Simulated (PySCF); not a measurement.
# C4H8Te: the cost of one run

Programs: PySCF 2.14.0, with routines of our own; each step states its level. All values are computed. Atoms count from 0.

## 1. The system as given

13 atoms, charge 0, multiplicity 1; geometry from: GFN2-xTB.

## 2. Relaxing the molecule at PBE0-D3(BJ)/def2-SVP

The job: settings as JSON, then the geometry in Å.

```
{"job": {"xc": "PBE0", "basis": "def2-SVP", "d3": "d3bj", "grid": 1, "maxiter": 30, "shake": 0.01, "kind": "geom"}, "charge": 0, "multiplicity": 1}
C     -1.707840    -1.289920     0.084470
C     -0.844310    -0.378930    -0.327690
C      0.288040     0.095120     0.470950
C      1.637770     0.114790    -0.308510
Te    -0.164560     2.093360     1.241600
H     -1.664780    -1.723950     1.048400
H     -2.546900    -1.568610    -0.536930
H     -0.909090     0.079050    -1.312730
H      0.412730    -0.503430     1.397530
H      2.423960     0.471970     0.318860
H      1.508450     0.751370    -1.170900
H      1.851790    -0.894220    -0.637530
H     -0.279440     2.736500    -0.277850
```

Started as:

```
OMP_NUM_THREADS=1 python heavy_run.py task.json out
```

This one command runs all jobs of the session in turn.

**Question.** How long does this first job take on 1 thread of Arm Neoverse V1, shared host, and how much memory does it need?

About 63 s, with a peak of 0.53 GiB.
